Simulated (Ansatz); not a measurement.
# SiGe3: band edges up the ladder

The task here is to estimate one member of a computed series from the others.

Method: DFT PBEsol, scalar-relativistic, plane waves, PAW, in Ansatz 0.2.0.

That is the level of the relaxation; later steps name their own.

**The starting structure**

It takes space group Cm (No. 8, monoclinic). Conventional cell: a = 13.717 Å, b = 7.920 Å, c = 7.920 Å, α = 90.00°, β = 125.26°, γ = 90.00°. Si (site symmetry 1) has 1 Si at 2.42 Å and 3 Ge at 2.42 Å as nearest neighbours. Around Si (site symmetry m) lie 4 Ge at 2.42 Å. Ge (site symmetry m) has 1 Si at 2.42 Å and 3 Ge at 2.42 Å as nearest neighbours. Ge (site symmetry m) has 4 Ge at 2.42 Å as nearest neighbours. Ge (site symmetry 1) has 4 Ge at 2.42 Å as nearest neighbours. Around Si (site symmetry m) lie 2 Si at 2.42 Å and 2 Ge at 2.42 Å. Around Ge (site symmetry m) lie 3 Si at 2.42 Å and 1 Ge at 2.42 Å. Only part of the 12 independent sites is listed.

Structure file:

```xyz
16
Lattice="0.0000 5.6001 -5.6001 5.6001 5.6001 0.0000 5.6001 0.0000 -5.6001" Properties=species:S:1:pos:R:3 pbc="T T T"
Si    2.8001    2.8001   -5.6001
Si    5.6001    5.6001   -5.6001
Si    2.8001    0.0000   -2.8001
Ge    5.6001    2.8001   -2.8001
Ge    0.0000    2.8001   -2.8001
Ge    2.8001    5.6001   -2.8001
Ge    0.0000    0.0000    0.0000
Ge    2.8001    2.8001    0.0000
Si    4.2001    4.2001   -4.2001
Ge    7.0002    7.0002   -4.2001
Ge    4.2001    7.0002   -7.0002
Ge    7.0002    9.8003   -7.0002
Ge    7.0002    4.2001   -7.0002
Ge    9.8003    7.0002   -7.0002
Ge    7.0002    7.0002   -9.8003
Ge    9.8003    9.8003   -9.8003
```

The first run:

(A quick probe on a coarse mesh, which set the mesh and smearing, is not shown.)

Input file input.yaml:

```yaml
crystal:
  lattice:
    - [0.0, 5.600145, -5.600145]
    - [5.600145, 5.600145, 0.0]
    - [5.600145, 0.0, -5.600145]
  atoms:
    - { symbol: Si, position: [0.5, 0.0, 0.5] }
    - { symbol: Si, position: [0.5, 0.5, 0.5] }
    - { symbol: Si, position: [0.0, 0.0, 0.5] }
    - { symbol: Ge, position: [0.0, 0.5, 0.5] }
    - { symbol: Ge, position: [0.5, 0.0, 0.0] }
    - { symbol: Ge, position: [0.5, 0.5, 0.0] }
    - { symbol: Ge, position: [0.0, 0.0, 0.0] }
    - { symbol: Ge, position: [0.0, 0.5, 0.0] }
    - { symbol: Si, position: [0.375, 0.375, 0.375] }
    - { symbol: Ge, position: [0.375, 0.875, 0.375] }
    - { symbol: Ge, position: [0.875, 0.375, 0.375] }
    - { symbol: Ge, position: [0.875, 0.875, 0.375] }
    - { symbol: Ge, position: [0.375, 0.375, 0.875] }
    - { symbol: Ge, position: [0.375, 0.875, 0.875] }
    - { symbol: Ge, position: [0.875, 0.375, 0.875] }
    - { symbol: Ge, position: [0.875, 0.875, 0.875] }
basis:
  ecutwfc: 420
kpoints:
  mp_grid: { grid: [6, 6, 6] }
hamiltonian:
  xc: pbesol
scf:
  occupations: { method: gaussian, width: 0.01 }
output:
  forces: true
  stress: true
  eigenvalues: true
relax:
  adjacent_minimum: "off"
  f_tol: 0.005
  max_steps: 80
  cell: { stress_tol: 0.05 }
```

Run with:

```sh
$ ansatz run input.yaml --threads 4 --pin off --max-ram 10240MiB --backend cpu --events-out ev --progress --plain --runs-dir out
```

Among the steps run: Relaxing cell and atoms; Band edges over the whole zone; Levels with PBEsol; Levels with PBEsol on the hybrid's mesh; The run at HSE06; The run at PBEsol, spin-orbit coupling; The run at r2SCAN.

One of the session's tables, all rows but one given; the rest of the session is left out.

```
                      level  gap (eV)  least direct gap (eV)
                     PBEsol      0.17                   0.17
PBEsol on the hybrid's mesh      0.16                   0.16
                      HSE06         ?                      ?
PBEsol, spin-orbit coupling      0.09                   0.09
                     r2SCAN      0.50                   0.50
```

Estimate the missing values for HSE06.

**Answer.** gap (eV): 0.91; least direct gap (eV): 0.91. In the column «gap (eV)» it is the highest.

Gaps are by band count over the mesh and the named points; a gap of 0 means that the bands overlap or touch.
